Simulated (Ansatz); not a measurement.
Debugging a conversion between chain and input file of YSe2, space group Immm (Ansatz 0.2.0 through its Python package).

`yse2_convert.py`:
```python
from pathlib import Path

import ansatz

structure = (
    ansatz.Lattice.of((-2.03971088, 2.83636136, 6.68199423), (2.03971088, -2.83636136, 6.68199423), (2.03971088, 2.83636136, -6.68199423))
    .atom("Y", (0.84919081, 0.84919081, 0.0))
    .atom("Y", (0.15080919, 0.15080919, 0.0))
    .atom("Se", (0.70660587, 0.20660587, 0.5))
    .atom("Se", (0.29339413, 0.79339413, 0.5))
    .atom("Se", (0.78921839, 0.5, 0.28921839))
    .atom("Se", (0.21078161, 0.5, 0.71078161))
)

job = structure.calculation()
job = job.functional("PBE")
job = job.pseudopotentials("paw")
job = job.basis(18 * ansatz.Ha)
job = job.kpoints(4.5, 4, 4)
job = job.occupations("fixed")
job = job.relax(cell=True, pressure=1)
Path("written.yaml").write_text(job.to_yaml())
back = ansatz.Calculation.from_yaml("written.yaml")
print(back.to_python())
print("same input:", back.to_yaml() == job.to_yaml())
```

```console
$ python yse2_convert.py
Traceback (most recent call last):
  File "yse2_convert.py", line 19, in <module>
    job = job.kpoints(4.5, 4, 4)
  ...
ansatz.errors.InputError: .kpoints: mesh[0] is a whole number (an int, never a float), got 4.5
$ echo $?
1
```
(Library frames cut from the traceback.)

What is wrong, and how is it mended?

The fault: a mesh division isn't a whole number. The correction:

```diff
--- before
+++ after
@@ -18,3 +18,3 @@
 job = job.basis(18 * ansatz.Ha)
-job = job.kpoints(4.5, 4, 4)
+job = job.kpoints(spacing=0.36)
 job = job.occupations("fixed")
```

After the fix:

```console
$ python yse2_convert.py
(
    az.Lattice.of(((-2.03971088, 2.83636136, 6.68199423), (2.03971088, -2.83636136, 6.68199423), (2.03971088, 2.83636136, -6.68199423)))
    .atom("Y", (0.84919081, 0.84919081, 0.0))
    .atom("Y", (0.15080919, 0.15080919, 0.0))
    .atom("Se", (0.70660587, 0.20660587, 0.5))
    .atom("Se", (0.29339413, 0.79339413, 0.5))
    .atom("Se", (0.78921839, 0.5, 0.28921839))
    .atom("Se", (0.21078161, 0.5, 0.71078161))
    .calculation()
    .basis(cutoff=489.804952427784)
    .kpoints(spacing=0.36)
    .functional("pbe")
    .pseudopotentials(kind="paw")
    .occupations(method="fixed")
    .relax(cell=True, pressure=1.0)
)

same input: True
```

File `written.yaml` afterwards:
```yaml
crystal:
  lattice:
    - [-2.03971088, 2.83636136, 6.68199423]
    - [2.03971088, -2.83636136, 6.68199423]
    - [2.03971088, 2.83636136, -6.68199423]
  atoms:
    - { symbol: "Y", position: [0.84919081, 0.84919081, 0.0] }
    - { symbol: "Y", position: [0.15080919, 0.15080919, 0.0] }
    - { symbol: Se, position: [0.70660587, 0.20660587, 0.5] }
    - { symbol: Se, position: [0.29339413, 0.79339413, 0.5] }
    - { symbol: Se, position: [0.78921839, 0.5, 0.28921839] }
    - { symbol: Se, position: [0.21078161, 0.5, 0.71078161] }
basis:
  ecutwfc: 489.804952427784
kpoints:
  mp_grid:
    kspacing: 0.36
hamiltonian:
  xc: pbe
  pseudopotentials:
    kind: paw
scf:
  occupations:
    method: fixed
relax:
  cell:
    p_target: 1.0
```

The input is only written out: it wasn't run, and its settings aren't tested. The structure comes from a database and needn't be a stable phase.
